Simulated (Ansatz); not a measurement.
# C: the cost of one run

Program: Ansatz 0.2.0. Level of theory: DFT r2SCAN, scalar-relativistic, plane waves, PAW. These are calculated values, not measurements.

## Step 1: The structure to begin with

Symmetry: Fmmm, No. 69, orthorhombic system. The conventional cell has a = 2.456 Å, b = 4.254 Å, c = 6.696 Å, α = 90.00°, β = 90.00°, γ = 90.00°. C (site symmetry m2m) is surrounded by 3 C at 1.42 Å.

Coordinates:

```cif
data_structure
_symmetry_space_group_name_H-M 'P 1'
_symmetry_Int_Tables_number 1
_cell_length_a 3.9665
_cell_length_b 3.5661
_cell_length_c 2.4560
_cell_angle_alpha 80.086
_cell_angle_beta 62.329
_cell_angle_gamma 37.586
_cell_volume 17.49
loop_
_atom_site_label
_atom_site_type_symbol
_atom_site_fract_x
_atom_site_fract_y
_atom_site_fract_z
_atom_site_occupancy
C1 C 0.16667 0.83333 0.16667 1
C2 C 0.83333 0.16667 0.83333 1
```

The cell is taken as given, not relaxed at this level.

## Step 2: The reference cell

Reference values: F = -503.3294 eV; pressure 0.44 GPa; largest force 0.029 eV/Å; gap on the mesh 0.38 eV. It was computed beforehand with the settings of the runs below.

## Step 3: Next: an axial (c/a) deformation path

At fixed volume and fractional coordinates, lengths along (0.000, 0.000, 1.000) are scaled against those across it; ρ is that ratio over its starting value.

## Step 4: ρ = 0.850

input.yaml

```yaml
crystal:
  lattice:
    - [0.0, 2.2454041173, 3.0042176949]
    - [1.2963593117, 0.0, 3.0042176949]
    - [1.2963593117, 2.2454041173, 0.0]
  atoms:
    - { symbol: C, position: [0.16667, 0.83333, 0.16667] }
    - { symbol: C, position: [0.83333, 0.16667, 0.83333] }
basis:
  ecutwfc: 500
kpoints:
  mp_grid: { grid: [14, 14, 14] }
hamiltonian:
  xc: r2scan
scf:
  occupations: { method: gaussian, width: 0.05 }
output:
  forces: true
  stress: true
  eigenvalues: true
  write_density: true
  write_potential: true
  elf: true
  volumetric_format: npy
```

The run is started by

```bash
ansatz run input.yaml --threads 1 --pin off --max-ram 2560MiB --backend cpu --events-out ev --progress --plain --runs-dir out
```

What time and memory should one allow on 1 thread of Intel Xeon at 2.50GHz (Skylake/Cascade Lake), shared host?

About 24 s, with a peak of 0.44 GiB.
